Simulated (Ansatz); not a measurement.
# C₂H₇Sb: small, medium and large basis sets

How large a basis does C₂H₇Sb need? Two functionals are run in growing sets.

Computed with Ansatz 0.2.0, Gaussian basis. Level: one geometry, several basis sets.

The runs, in order: PBE0-D4/def2-SVP; ωB97M-V/def2-SVP; PBE0-D4/def2-QZVPP; ωB97M-V/def2-QZVPP; the functionals' def2-TZVPP values are taken from earlier runs.

### 1 The geometry

An earlier PBE0-D4 in a triple-zeta def2 set relaxation fixed the geometry. Sb takes the def2 core potential; no spin-orbit term is included.

SMILES `C[CH2][SbH2]`, 10 atoms, charge 0, spin multiplicity 1.

Atoms are counted from 1 here; the program's logs count them from 0.

Bond lengths: C1–C2 1.516 Å, C1–H4 1.095 Å, C1–H5 1.092 Å, C1–H6 1.092 Å, C2–Sb3 2.169 Å, C2–H7 1.093 Å, C2–H8 1.093 Å, Sb3–H9 1.712 Å, Sb3–H10 1.712 Å. Angles: C2–C1–H4 111.2°, C2–C1–H5 111.4°, C2–C1–H6 111.4°, H4–C1–H5 107.7°, H4–C1–H6 107.7°, H5–C1–H6 107.3°, C1–C2–Sb3 115.3°, C1–C2–H7 111.5°, C1–C2–H8 111.5°, Sb3–C2–H7 105.7°, Sb3–C2–H8 105.7°, H7–C2–H8 106.7°, C2–Sb3–H9 93.6°, C2–Sb3–H10 93.6°, H9–Sb3–H10 91.1°.

Coordinates:

```mol
C2H7Sb
  3D, bonds by distance, orders not assigned

 10  9  0  0  0  0  0  0  0  0999 V2000
   -0.8484    0.4215   -0.5822 C   0  0
   -0.0641   -0.8156   -0.1897 C   0  0
    1.6105   -0.4664    1.1445 Sb  0  0
   -1.6756    0.1695   -1.2543 H   0  0
   -0.2144    1.1489   -1.0944 H   0  0
   -1.2719    0.9188    0.2934 H   0  0
    0.3553   -1.3178   -1.0655 H   0  0
   -0.6986   -1.5472    0.3174 H   0  0
    0.7107    0.5571    2.1809 H   0  0
    2.1796    0.8800    0.2530 H   0  0
  1  2  8  0
  2  3  8  0
  1  4  8  0
  1  5  8  0
  1  6  8  0
  2  7  8  0
  2  8  8  0
  3  9  8  0
  3 10  8  0
M  END
```

### 2 PBE0-D4 in def2-SVP

File in.yaml:

```yaml
crystal:
  periodic: [false, false, false]
  atoms:
    - {symbol: C, position_ang: [-0.848360, 0.421493, -0.582187]}
    - {symbol: C, position_ang: [-0.064093, -0.815567, -0.189735]}
    - {symbol: Sb, position_ang: [1.610482, -0.466380, 1.144465]}
    - {symbol: H, position_ang: [-1.675603, 0.169522, -1.254310]}
    - {symbol: H, position_ang: [-0.214445, 1.148869, -1.094370]}
    - {symbol: H, position_ang: [-1.271872, 0.918772, 0.293373]}
    - {symbol: H, position_ang: [0.355273, -1.317786, -1.065503]}
    - {symbol: H, position_ang: [-0.698591, -1.547199, 0.317408]}
    - {symbol: H, position_ang: [0.710750, 0.557136, 2.180933]}
    - {symbol: H, position_ang: [2.179560, 0.880039, 0.253025]}
basis:
  gaussian: {orbitals: def2-SVP}
hamiltonian: {xc: pbe0, dispersion: d4}
output: {orbitals: {seedname: orbitals}}
```

The runs that follow: ωB97M-V in def2-SVP; PBE0-D4 in def2-QZVPP; ωB97M-V in def2-QZVPP.

Before running them: what should the planned runs give, taken together? Wanted: PBE0-D4: double and triple zeta above quadruple; ωB97M-V: double and triple zeta above quadruple.

**Answer**, as computed:

| quantity | value |
| --- | --- |
| PBE0-D4: double and triple zeta above quadruple | 2.84, 0.18 eV |
| ωB97M-V: double and triple zeta above quadruple | 3.07, 0.19 eV |

**Reading.** For PBE0-D4 the step from double to triple zeta gains 2.66 eV and the next only 0.18 eV. These are total energies; as a rule much of such shifts cancels in differences, which this series doesn't test. The LUMO of ωB97M-V is positive and keeps falling with the basis (1.91 to 1.14 eV): an unbound level that the basis holds in place.
